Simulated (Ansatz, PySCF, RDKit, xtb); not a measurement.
**CH7AsB+: a search for the lowest isomer**

Only the formula CH7AsB+ is given (charge +1). Aim: find the structure of lowest free energy at 298.15 K, then its properties.

The funnel: GFN2-xTB relaxations, single points with a density functional, relaxations at PBE-D3(BJ)/def2-SVP, harmonic vibrations, and a last energy at a higher level. All values are calculated.

7 further runs of the same task are left out: 7 set aside as unsound or not needed.

**1. Drawing up candidates**

All bonding patterns within simple valence rules are listed by program: one Lewis structure each, at most two rings and one unusual centre or charged pair. O–O, O–halogen and N–halogen bonds and N–N–N chains are not drawn. That gives 6 candidates.

```csv
label,SMILES,spin
c331,B[As@H2+]C,singlet
c427,CB[As@H3+],singlet
c529,BC[As@H3+],singlet
c632,[BH3-][As@H2+][CH2+],singlet
c931,[BH3-][CH+][As@H3+],singlet
c973,[CH2+][BH2-][As@H3+],singlet
```

Candidates are built by distance geometry, with a force field where one applies, in up to four conformers (letters a to d). 2 starts with atoms placed at random are added, to find patterns that the rules miss.

**Question.** With final energies at CCSD(T)/def2-TZVP, which structure will this search put lowest in free energy, and by what margin?

| quantity | value |
| --- | --- |
| lowest structure found | CB[As@H3+], singlet, C1 |
| next finalist | B[As@H2+]C, singlet, 5.8 kcal/mol higher in G |
| share at equilibrium, among the finalists | 100.0 % |
| harmonic wavenumbers, lowest and highest (PBE-D3(BJ)/def2-SVP) | 57 and 3107 cm⁻¹ |
| rotational constants, same geometry | 0.9084, 0.1037, 0.09776 cm⁻¹ |
| HOMO energy (PBE0/def2-TZVPD) | -14.42 eV |
| LUMO energy (PBE0/def2-TZVPD) | -7.44 eV |
| HOMO–LUMO gap (PBE0/def2-TZVPD) | 6.98 eV |
| lowest excitation (TD-PBE0/def2-SVPD) | 5.34 eV (f = 0.000) |
| strongest of the states computed, same level | 7.51 eV (f = 0.090) |
| lowest triplet excitation, same level, Tamm-Dancoff | 4.68 eV |
| vertical ionisation energy | 16.58 eV |
| vertical recombination energy (electron added) | 5.60 eV |
| vertical triplet less singlet | +4.70 eV |

The lowest structure found is `CB[As@H3+]`. The margin of 5.8 kcal/mol over the next finalist is beyond the usual error of the last level; it says nothing of structures that weren't ranked. HF/STO-3G, r2SCAN-D4/def2-SVP, PBE-D3(BJ)/def2-SVP, HF/def2-TZVP and MP2/def2-TZVP already put its bonding pattern lowest among the structures in one piece; GFN2-xTB favours the singlet B[As@H2+]C. The search is not exhaustive (a finite list of starts, one conformer a finalist), so a lower isomer can't be ruled out. Patterns outside the rules of the enumeration were met only by chance.
